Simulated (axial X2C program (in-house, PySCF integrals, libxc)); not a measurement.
**AgNa⁺: from the state search to constants**

Aim: find the lowest determinant of AgNa⁺, scan the bond at several levels and fit the constants, once spin-free and once with spin–orbit coupling.

The runs use an in-house X2C program for linear molecules on PySCF integrals; all-electron X2C, Ag dyall-cv3z, Na dyall-cv3z.

All values are calculated.

## (1) The job

File task.json:

```json
{"zs": [47, 11], "q": 1, "bas": ["dyall-cv3z", "dyall-cv3z"], "levels": ["PBE0", "HF", "r2SCAN"], "cc": true, "r0": 2.83, "thr": -1.0, "nmax": 90, "npts": 10, "nst": 2, "ntry": 6}
```

Keys: zs atomic numbers; q charge; bas basis sets; levels methods (HF also brings MP2); cc coupled cluster on or off; r0 starting distance in Å; thr threshold in hartree for freezing inner shells (an s shell follows its p shell); nmax most natural virtual spinors; npts points asked for on the curve; nst determinants followed; ntry starts of the search.

Launch:

```console
$ python so2c.py task.json out
```

Spin-free means the one-electron spin-free X2C Hamiltonian; two-component (2c) means X2C with spin–orbit coupling and atomic mean-field two-electron Coulomb and Gaunt terms. Basis: Ag dyall-cv3z contracted to [12s12p8d5f3g], Na dyall-cv3z contracted to [9s8p5d2f]; Gaussian nuclei, density fitting. Masses: Ag 106.905 u, Na 22.990 u.

Notation: σ, π±, δ± give the projection m of an orbital's angular momentum (0, ±1, ±2), α and β its spin, Λ and M_S the sums; ω is the projection of a spinor's total angular momentum and Ω the sum. Logs are in hartree.

The results follow Hamiltonian by Hamiltonian and level by level.

## (2) State search with PBE0

PBE0 moves the distance from 2.830 Å to 3.120 Å and compares determinants there.

Spin-free determinants:

| ΔE (eV) | state | open shells |
| --- | --- | --- |
| 0.00 | M_S = 1/2, Λ = 0 | beyond closed shells: σα |
| 4.10 | M_S = 1/2, Λ = 1 | beyond closed shells: π+α, π+β, π-α |
| 4.15 | M_S = 1/2, Λ = 2 | beyond closed shells: δ+α, δ+β, δ-α |
| 4.29 | M_S = 1/2, Λ = 1 | beyond closed shells: π+α |
| 7.13 | M_S = 3/2, Λ = 2 | beyond closed shells: 2 × σα, δ+α, δ+β, δ-α |

Two-component determinants:

```tsv
ΔE (eV)	state	open shells
0.00	Ω = 1/2	excess of +ω over −ω: ω = 1/2
3.92	Ω = 3/2	excess of +ω over −ω: ω = 3/2
3.94	Ω = 5/2	excess of +ω over −ω: ω = 5/2
4.34	Ω = 3/2	excess of +ω over −ω: ω = 3/2
6.73	Ω = 5/2	excess of +ω over −ω: 2 × ω = 1/2, ω = 3/2
6.75	Ω = 3/2	excess of +ω over −ω: 3 × ω = 1/2
6.91	Ω = 7/2	excess of +ω over −ω: 2 × ω = 1/2, ω = 5/2
```

## (3) PBE0, spin-free

State followed: M_S = 1/2, Λ = 0 (beyond closed shells: σα). The scan is laid around 3.120 Å, a first estimate of the minimum, and this SCF restarts from the orbitals of the search.

Output at 3.120 Å:

```text
spin-free X2C-1e  PBE0
basis functions 222  fitting functions 983  grid points 5088
iter        total energy     max residual
   1      -5477.349238201     8.49e-06
   2      -5477.349238205     6.72e-06
   3      -5477.349238206     3.52e-06
converged
one-electron -7722.53602244  Coulomb 2322.09451760  exact exchange -40.50161208  xc functional -124.09349886  nuclear repulsion 87.68737758
```

Along the bond, energies from the lowest point:

| R (Å) | E (eV) | μ (D) | HOMO (eV) | LUMO (eV) | iterations |
| --- | --- | --- | --- | --- | --- |
| 2.714 | 0.0975 | 7.07 | -10.75 | -8.16 | 10 |
| 2.839 | 0.0399 | 7.49 | -10.61 | -8.04 | 10 |
| 2.933 | 0.0155 | 7.81 | -10.51 | -7.96 | 10 |
| 3.026 | 0.0033 | 8.14 | -10.41 | -7.87 | 9 |
| 3.120 | 0.0000 | 8.48 | -10.30 | -7.79 | 3 |
| 3.229 | 0.0055 | 8.88 | -10.18 | -7.69 | 9 |
| 3.338 | 0.0179 | 9.30 | -10.05 | -7.59 | 8 |
| 3.479 | 0.0408 | 9.85 | -9.90 | -7.47 | 9 |
| 3.650 | 0.0756 | 10.55 | -9.71 | -7.32 | 9 |
| 3.900 | 0.1319 | 11.60 | -9.45 | -7.11 | 9 |

Dipoles are positive if Na is the positive end and refer to the centre of mass.

Outer orbitals at the reference distance:

```json
{"symmetry": "σα", "occupied": "yes", "ε (eV)": "-14.24", "atomic character": "99% Ag d"}
{"symmetry": "π-α", "occupied": "yes", "ε (eV)": "-14.19", "atomic character": "100% Ag d"}
{"symmetry": "π+α", "occupied": "yes", "ε (eV)": "-14.19", "atomic character": "100% Ag d"}
{"symmetry": "δ-α", "occupied": "yes", "ε (eV)": "-14.13", "atomic character": "100% Ag d"}
{"symmetry": "δ+α", "occupied": "yes", "ε (eV)": "-14.13", "atomic character": "100% Ag d"}
{"symmetry": "σβ", "occupied": "yes", "ε (eV)": "-14.08", "atomic character": "99% Ag d"}
{"symmetry": "π+β", "occupied": "yes", "ε (eV)": "-14.04", "atomic character": "100% Ag d"}
{"symmetry": "π-β", "occupied": "yes", "ε (eV)": "-14.04", "atomic character": "100% Ag d"}
{"symmetry": "δ-β", "occupied": "yes", "ε (eV)": "-13.97", "atomic character": "100% Ag d"}
{"symmetry": "δ+β", "occupied": "yes", "ε (eV)": "-13.97", "atomic character": "100% Ag d"}
{"symmetry": "σα", "occupied": "yes", "ε (eV)": "-10.30", "atomic character": "62% Ag s, 18% Na s, 13% Na p"}
{"symmetry": "σβ", "occupied": "no", "ε (eV)": "-7.79", "atomic character": "62% Ag s, 22% Na s, 11% Na p"}
{"symmetry": "σα", "occupied": "no", "ε (eV)": "-6.11", "atomic character": "49% Na s, 29% Ag p, 12% Ag s"}
{"symmetry": "σβ", "occupied": "no", "ε (eV)": "-5.52", "atomic character": "50% Na s, 26% Ag p, 13% Ag s"}
{"symmetry": "π+α", "occupied": "no", "ε (eV)": "-4.75", "atomic character": "57% Ag p, 37% Na p, 4% Na d"}
```

PBE0 fields in the half plane through the axis: z from -2.4 to 5.4 Å across, distance from the axis 0.15 to 2.25 Å upwards; Ag lies at z = 0 and Na at z = 3.120 Å; the ELF is damped to zero where the density is low.

log10 density (e/bohr³). Ten even steps from '0' (-5.85 ) to '9' (1.78 ):
```
112223333333333222221111000
122233344443333333222211100
122334444444443333332221100
223344555554444433333322110
233445556655544444444332110
233455667665554455665432211
234456778776554456776543211
234456789876555567887543211
```

ELF. Ten even steps from '0' (0.00 ) to '9' (0.86 ):
```
000000001112222100000000000
000000011123455420000000000
000000111223467510000000000
000001112223467300000000000
000011223222465100110000000
000012356532354003664100000
000013688863352028998400000
000124828284352059479610000
```

Re = 3.109 Å, ωe = 109.9 cm⁻¹, Be = 0.09216 cm⁻¹, De = 0.508 eV, μ = 8.44 D.

## (4) HF, spin-free

The SCF at the reference distance of 3.120 Å:

```text
spin-free X2C-1e  HF
basis functions 222  fitting functions 983  grid points 5088
iter        total energy     max residual
   1      -5474.760575602     4.46e-01
   2      -5474.784616805     4.64e-03
   3      -5474.785697432     2.42e-03
   4      -5474.785986393     1.72e-03
   5      -5474.786143317     1.21e-03
   6      -5474.786248981     4.39e-04
   7      -5474.786261609     1.35e-04
   8      -5474.786263295     4.00e-05
   9      -5474.786263360     2.32e-05
  10      -5474.786263384     1.03e-05
  11      -5474.786263390     2.74e-06
  12      -5474.786263391     5.01e-07
converged
one-electron -7723.10276313  Coulomb 2322.78325046  exact exchange -162.15412830  xc functional 0.00000000  nuclear repulsion 87.68737758
```

Re = 3.308 Å, ωe = 102.9 cm⁻¹, ωexe = 0.442 cm⁻¹, Be = 0.08143 cm⁻¹, De = 0.572 eV, μ = 8.16 D.

## (5) r2SCAN, spin-free

Output at 3.120 Å:

```text
spin-free X2C-1e  r2SCAN
basis functions 222  fitting functions 983  grid points 5088
iter        total energy     max residual
   1      -5477.758443451     1.40e-01
   2      -5477.760581972     2.50e-03
   3      -5477.760527111     3.26e-03
   4      -5477.760647839     6.82e-04
   5      -5477.760653486     1.87e-04
   6      -5477.760654015     2.69e-05
   7      -5477.760654042     2.50e-05
   8      -5477.760654051     6.47e-06
   9      -5477.760654052     7.17e-07
converged
one-electron -7722.49929506  Coulomb 2322.07062549  exact exchange 0.00000000  xc functional -165.01936206  nuclear repulsion 87.68737758
```

Re = 3.092 Å, ωe = 112.0 cm⁻¹, Be = 0.0932 cm⁻¹, De = 0.499 eV, μ = 8.57 D.

## (6) MP2 and beyond, spin-free

Correlated methods: 11 electrons correlated (frozen shells, counted by type: Ag 4 s, 3 p, 1 d; Na 2 s, 1 p), 301 virtual spinors in MP2, 90 natural virtuals in coupled cluster.

Output of the correlated part at 3.120 Å:

```text
correlated 11  virtual 301  natural virtual 90  E(MP2) -0.403109944  MP2 remainder -0.012205583
iter   CCSD correlation   residual
   1     -0.354624824   9.85e-02
   2     -0.361823457   3.14e-02
   3     -0.362966142   1.52e-02
   4     -0.362929039   4.68e-03
   5     -0.362965832   1.58e-03
   6     -0.362972750   4.92e-04
   7     -0.362970511   1.85e-04
   8     -0.362973218   8.60e-05
   9     -0.362971517   2.93e-05
  10     -0.362971900   6.73e-06
  11     -0.362971785   2.25e-06
  12     -0.362971821   6.61e-07
  13     -0.362971821   1.98e-07
(T) -0.014525476  T1 0.0289  D1 0.0914  max T2 0.029
```

T1 in the output is the amplitude norm over the root of the electron number; divide by √2 for the Lee–Taylor value.

MP2: Re = 3.122 Å, ωe = 111.6 cm⁻¹, Be = 0.09138 cm⁻¹, De = 0.339 eV.

CCSD: Re = 3.168 Å, ωe = 108.1 cm⁻¹, ωexe = 0.707 cm⁻¹, Be = 0.08877 cm⁻¹, De = 0.399 eV. T1 at Re = 0.021 (Lee–Taylor, the printed value over √2).

CCSD(T): Re = 3.153 Å, ωe = 109.2 cm⁻¹, ωexe = 0.743 cm⁻¹, Be = 0.08961 cm⁻¹, De = 0.391 eV. T1 at Re = 0.021 (Lee–Taylor, the printed value over √2).

## (7) The spin-free curves together

Energy (eV) of the followed determinant, spin-free, from each level's lowest point:

| R (Å) | PBE0 | HF | MP2 | CCSD | CCSD(T) | r2SCAN |
| --- | --- | --- | --- | --- | --- | --- |
| 2.714 | 0.097 | 0.209 | 0.109 | n/a | n/a | 0.090 |
| 2.839 | 0.040 | 0.117 | 0.046 | 0.059 | 0.055 | 0.035 |
| 2.933 | 0.015 | 0.069 | 0.019 | 0.027 | 0.024 | 0.013 |
| 3.026 | 0.003 | 0.036 | 0.004 | 0.008 | 0.007 | 0.002 |
| 3.120 | 0.000 | 0.015 | 0.000 | 0.000 | 0.000 | 0.000 |
| 3.229 | 0.005 | 0.002 | 0.004 | 0.000 | 0.002 | 0.007 |
| 3.338 | 0.018 | 0.000 | 0.017 | 0.009 | 0.012 | 0.021 |
| 3.479 | 0.041 | 0.009 | 0.040 | 0.029 | 0.032 | 0.046 |
| 3.650 | 0.076 | 0.033 | 0.074 | n/a | n/a | 0.082 |
| 3.900 | 0.132 | 0.085 | 0.130 | n/a | n/a | 0.140 |

## (8) PBE0, 2c

State followed: Ω = 1/2 (excess of +ω over −ω: ω = 1/2). The scan is laid around 3.120 Å, a first estimate of the minimum, and this SCF restarts from the orbitals of the search.

The SCF at the reference distance of 3.120 Å:

```text
two-component X2C + atomic mean field  PBE0
basis functions 222  fitting functions 983  grid points 5088
iter        total energy     max residual
   1      -5475.121729988     1.87e-05
   2      -5475.121729988     1.95e-05
converged
one-electron -7716.32623127  Coulomb 2320.86394651  exact exchange -40.47884786  xc functional -124.02640895  nuclear repulsion 87.68737758  atomic mean-field constant -2.84156600
```

Along the bond, energies from the lowest point:

| R (Å) | E (eV) | μ (D) | HOMO (eV) | LUMO (eV) | iterations |
| --- | --- | --- | --- | --- | --- |
| 2.714 | 0.0975 | 7.07 | -10.75 | -8.16 | 10 |
| 2.839 | 0.0400 | 7.48 | -10.61 | -8.04 | 10 |
| 2.933 | 0.0155 | 7.81 | -10.51 | -7.96 | 10 |
| 3.026 | 0.0033 | 8.14 | -10.40 | -7.87 | 9 |
| 3.120 | 0.0000 | 8.48 | -10.30 | -7.79 | 2 |
| 3.229 | 0.0055 | 8.88 | -10.18 | -7.69 | 9 |
| 3.338 | 0.0178 | 9.30 | -10.05 | -7.59 | 8 |
| 3.479 | 0.0407 | 9.85 | -9.90 | -7.47 | 9 |
| 3.650 | 0.0756 | 10.55 | -9.71 | -7.32 | 9 |
| 3.900 | 0.1319 | 11.60 | -9.45 | -7.11 | 9 |

Dipoles are positive if Na is the positive end and refer to the centre of mass.

Outer spinors at the reference distance:

```
   ω  occupied  ε (eV)              atomic character     λ mixture
-1/2       yes  -14.49                     100% Ag d  69% π, 31% σ
 1/2       yes  -14.48                      99% Ag d  59% σ, 41% π
-3/2       yes  -14.46                     100% Ag d  85% δ, 15% π
 3/2       yes  -14.37                     100% Ag d  63% δ, 37% π
 1/2       yes  -13.93                      99% Ag d  59% π, 41% σ
 5/2       yes  -13.93                     100% Ag d        100% δ
 3/2       yes  -13.92                     100% Ag d  63% π, 37% δ
-1/2       yes  -13.91                      99% Ag d  69% σ, 31% π
-3/2       yes  -13.84                     100% Ag d  85% π, 15% δ
-5/2       yes  -13.76                     100% Ag d        100% δ
 1/2       yes  -10.30  62% Ag s, 18% Na s, 13% Na p        100% σ
-1/2        no   -7.79  62% Ag s, 22% Na s, 11% Na p        100% σ
 1/2        no   -6.11  49% Na s, 29% Ag p, 12% Ag s        100% σ
-1/2        no   -5.52  50% Na s, 26% Ag p, 13% Ag s        100% σ
-1/2        no   -4.78   58% Ag p, 36% Na p, 4% Na d        100% π
```

PBE0 fields in the half plane through the axis: z from -2.4 to 5.4 Å across, distance from the axis 0.15 to 2.25 Å upwards; Ag lies at z = 0 and Na at z = 3.120 Å; the ELF is damped to zero where the density is low.

log10 density (e/bohr³). Ten even steps from '0' (-5.85 ) to '9' (1.78 ):
```
112223333333333222221111000
122233344443333333222211100
122334444444443333332221100
223344555554444433333322110
233445566655544444444332110
233455667665554455665432211
234456778776554456776543211
234456789876555567887543211
```

ELF. Ten even steps from '0' (0.00 ) to '9' (0.86 ):
```
000000001112222100000000000
000000011123455420000000000
000000111223467510000000000
000001112223467300000000000
000011223322465100110000000
000012356532354003664100000
000013688863352028998400000
000124828284352059479610000
```

Re = 3.109 Å, ωe = 109.9 cm⁻¹, Be = 0.09215 cm⁻¹, De = 0.508 eV, μ = 8.44 D.

## (9) HF, 2c

The SCF at the reference distance of 3.120 Å:

```text
two-component X2C + atomic mean field  HF
basis functions 222  fitting functions 983  grid points 5088
iter        total energy     max residual
   1      -5472.531864625     4.46e-01
   2      -5472.555903666     4.65e-03
   3      -5472.556982529     2.42e-03
   4      -5472.557270763     1.71e-03
   5      -5472.557426057     1.21e-03
   6      -5472.557531556     4.38e-04
   7      -5472.557544189     1.34e-04
   8      -5472.557545873     4.01e-05
   9      -5472.557545939     2.33e-05
  10      -5472.557545965     1.04e-05
  11      -5472.557545972     2.65e-06
  12      -5472.557545972     5.37e-07
converged
one-electron -7716.88639190  Coulomb 2321.54574034  exact exchange -162.06270599  xc functional 0.00000000  nuclear repulsion 87.68737758  atomic mean-field constant -2.84156600
```

Re = 3.308 Å, ωe = 102.9 cm⁻¹, ωexe = 0.442 cm⁻¹, Be = 0.08142 cm⁻¹, De = 0.572 eV, μ = 8.16 D.

## (10) r2SCAN, 2c

The SCF at the reference distance of 3.120 Å:

```text
two-component X2C + atomic mean field  r2SCAN
basis functions 222  fitting functions 983  grid points 5088
iter        total energy     max residual
   1      -5475.526980452     1.40e-01
   2      -5475.529153857     2.55e-03
   3      -5475.529096515     3.32e-03
   4      -5475.529220716     6.78e-04
   5      -5475.529226303     1.86e-04
   6      -5475.529226823     2.76e-05
   7      -5475.529226851     2.40e-05
   8      -5475.529226859     6.32e-06
   9      -5475.529226860     7.39e-07
converged
one-electron -7716.28482170  Coulomb 2320.83518768  exact exchange 0.00000000  xc functional -164.92540442  nuclear repulsion 87.68737758  atomic mean-field constant -2.84156600
```

Re = 3.092 Å, ωe = 112.0 cm⁻¹, Be = 0.09318 cm⁻¹, De = 0.499 eV, μ = 8.57 D.

## (11) Correlated methods, 2c

Correlated methods: 11 electrons correlated (frozen shells, counted by type: Ag 4 s, 3 p, 1 d; Na 2 s, 1 p), 301 virtual spinors in MP2, 90 natural virtuals in coupled cluster.

Output of the correlated part at 3.120 Å:

```text
correlated 11  virtual 301  natural virtual 90  E(MP2) -0.402999089  MP2 remainder -0.012201823
iter   CCSD correlation   residual
   1     -0.354570520   9.83e-02
   2     -0.361756472   3.14e-02
   3     -0.362894489   1.52e-02
   4     -0.362857196   4.67e-03
   5     -0.362894005   1.58e-03
   6     -0.362900889   4.93e-04
   7     -0.362898658   1.86e-04
   8     -0.362901371   8.65e-05
   9     -0.362899661   2.97e-05
  10     -0.362900047   7.08e-06
  11     -0.362899928   2.52e-06
  12     -0.362899968   8.98e-07
  13     -0.362899968   3.77e-07
(T) -0.014508090  T1 0.0288  D1 0.0913  max T2 0.030
```

MP2: Re = 3.123 Å, ωe = 111.5 cm⁻¹, Be = 0.09135 cm⁻¹, De = 0.339 eV.

CCSD: Re = 3.169 Å, ωe = 108.0 cm⁻¹, ωexe = 0.707 cm⁻¹, Be = 0.08874 cm⁻¹, De = 0.406 eV. T1 at Re = 0.021 (Lee–Taylor, the printed value over √2).

CCSD(T): Re = 3.154 Å, ωe = 109.1 cm⁻¹, ωexe = 0.743 cm⁻¹, Be = 0.08958 cm⁻¹, De = 0.388 eV. T1 at Re = 0.021 (Lee–Taylor, the printed value over √2).

## (12) The 2c curves together

Energy (eV) of the followed determinant, 2c, from each level's lowest point:

| R (Å) | PBE0 | HF | MP2 | CCSD | CCSD(T) | r2SCAN |
| --- | --- | --- | --- | --- | --- | --- |
| 2.714 | 0.098 | 0.209 | 0.109 | n/a | n/a | 0.090 |
| 2.839 | 0.040 | 0.117 | 0.046 | 0.059 | 0.055 | 0.035 |
| 2.933 | 0.016 | 0.069 | 0.019 | 0.027 | 0.025 | 0.013 |
| 3.026 | 0.003 | 0.036 | 0.004 | 0.008 | 0.007 | 0.002 |
| 3.120 | 0.000 | 0.015 | 0.000 | 0.000 | 0.000 | 0.000 |
| 3.229 | 0.005 | 0.002 | 0.004 | 0.000 | 0.002 | 0.007 |
| 3.338 | 0.018 | 0.000 | 0.016 | 0.009 | 0.011 | 0.021 |
| 3.479 | 0.041 | 0.009 | 0.039 | 0.029 | 0.032 | 0.045 |
| 3.650 | 0.076 | 0.033 | 0.074 | n/a | n/a | 0.082 |
| 3.900 | 0.132 | 0.085 | 0.129 | n/a | n/a | 0.140 |

Time for the job: 2.2 min (1 thread of Arm Neoverse V1, shared host).

## (13) Results

Lowest determinant that the search found at its distance, spin-free: M_S = 1/2, Λ = 0 (beyond closed shells: σα).

Lowest determinant that the search found at its distance, 2c: Ω = 1/2 (excess of +ω over −ω: ω = 1/2).

```csv
Hamiltonian,level,Re (Å),ωe (cm⁻¹),De (eV),μ (D)
spin-free,PBE0,3.109,109.9,0.508,8.44
spin-free,HF,3.308,102.9,0.572,8.16
spin-free,MP2,3.122,111.6,0.339,n/a
spin-free,CCSD,3.168,108.1,0.399,n/a
spin-free,CCSD(T),3.153,109.2,0.391,n/a
spin-free,r2SCAN,3.092,112.0,0.499,8.57
2c,PBE0,3.109,109.9,0.508,8.44
2c,HF,3.308,102.9,0.572,8.16
2c,MP2,3.123,111.5,0.339,n/a
2c,CCSD,3.169,108.0,0.406,n/a
2c,CCSD(T),3.154,109.1,0.388,n/a
2c,r2SCAN,3.092,112.0,0.499,8.57
```

Dipoles are positive if Na is the positive end and refer to the centre of mass.

Time per point (s) on 1 thread of Arm Neoverse V1, shared host (2c runs; CCSD comes with the CCSD(T) run); the times are rough: PBE0 0.62, HF 0.57, MP2 0.87, CCSD(T) 4.5, r2SCAN 0.58.

**Reading.** At CCSD(T), going from spin-free to two-component changes Re by 0 mÅ, ωe by 0.0 %, which is small (part of it comes from the scalar share of the two-electron terms). De moves by 0.00 eV; both De rest on single-determinant atoms, which can miss part of an open shell's spin–orbit lowering.

De refers to Ag + Na+, each in the lowest determinant found, which need not be this curve's own limit. The state is a single determinant with fixed occupations, the lowest that a limited PBE0 search found. Dissociation energies refer to the lowest single-determinant-based atoms at the same level and basis. Density functionals use the spin component along the axis (collinear). Coupled cluster ran in a truncated set of natural virtual spinors; the MP2 energy of the rest was added. The meta-GGAs lack a current-density term, which matters for open shells with orbital currents, atoms included. With the outer-core shells frozen, correlated bond lengths of heavy atoms tend to come out a few hundredths of an ångström too long.
